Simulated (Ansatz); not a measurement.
# Cr2O3 (Eskolaite): the cost of one run

Method: DFT PBE, scalar-relativistic, plane waves, PAW, in Ansatz 0.2.0.

## Step 1: The system as given

The structure is trigonal, space group R-3c (No. 167). Conventional cell: a = 5.030 Å, b = 5.030 Å, c = 13.605 Å, α = 90.00°, β = 90.00°, γ = 120.00°. Cr (site symmetry 3) has 6 O at 1.98 to 2.04 Å as nearest neighbours. O (site symmetry 2) has 4 Cr at 1.98 to 2.04 Å as nearest neighbours.

As a file:

```
CELL_PARAMETERS angstrom
2.51500 1.45204 4.53497
-2.51500 1.45204 4.53497
0.00000 -2.90407 4.53497
ATOMIC_POSITIONS crystal
Cr 0.35011 0.35011 0.35011
Cr 0.14989 0.14989 0.14989
Cr 0.64989 0.64989 0.64989
Cr 0.85011 0.85011 0.85011
O 0.55150 0.94850 0.25000
O 0.25000 0.55150 0.94850
O 0.94850 0.25000 0.55150
O 0.44850 0.05150 0.75000
O 0.75000 0.44850 0.05150
O 0.05150 0.75000 0.44850
```

This cell comes from an earlier session at PBE: 9.937 Å³/atom at -0.01 GPa, on a 6×6×6 mesh.

## Step 2: Antiferromagnetic, in the cell as typed

Contents of input.yaml:

```yaml
crystal:
  lattice:
    - [2.515001789, 1.4520369599, 4.5349651325]
    - [-2.515001789, 1.4520369599, 4.5349651325]
    - [0.0, -2.9040739198, 4.5349651325]
  atoms:
    - { symbol: Cr, position: [0.3501065282, 0.3501065282, 0.3501065282], spin: 3.0 }
    - { symbol: Cr, position: [0.1498934718, 0.1498934718, 0.1498934718], spin: -3.0 }
    - { symbol: Cr, position: [0.6498934718, 0.6498934718, 0.6498934718], spin: -3.0 }
    - { symbol: Cr, position: [0.8501065282, 0.8501065282, 0.8501065282], spin: 3.0 }
    - { symbol: O, position: [0.5515020646, 0.9484979354, 0.25] }
    - { symbol: O, position: [0.25, 0.5515020646, 0.9484979354] }
    - { symbol: O, position: [0.9484979354, 0.25, 0.5515020646] }
    - { symbol: O, position: [0.4484979354, 0.0515020646, 0.75] }
    - { symbol: O, position: [0.75, 0.4484979354, 0.0515020646] }
    - { symbol: O, position: [0.0515020646, 0.75, 0.4484979354] }
basis:
  ecutwfc: 420
  ecutrho_ratio: 4
kpoints:
  mp_grid: { grid: [6, 6, 6] }
hamiltonian:
  xc: pbe
scf:
  occupations: { method: gaussian, width: 0.05 }
  lower_state_search: "off"
output:
  forces: true
  stress: true
  eigenvalues: true
  populations: true
magnetization:
  spin_polarized: true
```

Launch:

```console
$ ansatz run input.yaml --threads 4 --pin off --max-ram 10240MiB --backend cpu --events-out ev --progress --plain --runs-dir out
```

What time and memory should one allow on 4 threads of Intel Xeon Platinum 8488C (Sapphire Rapids), shared host?

About 9.3 s, with a peak of 0.69 GiB.
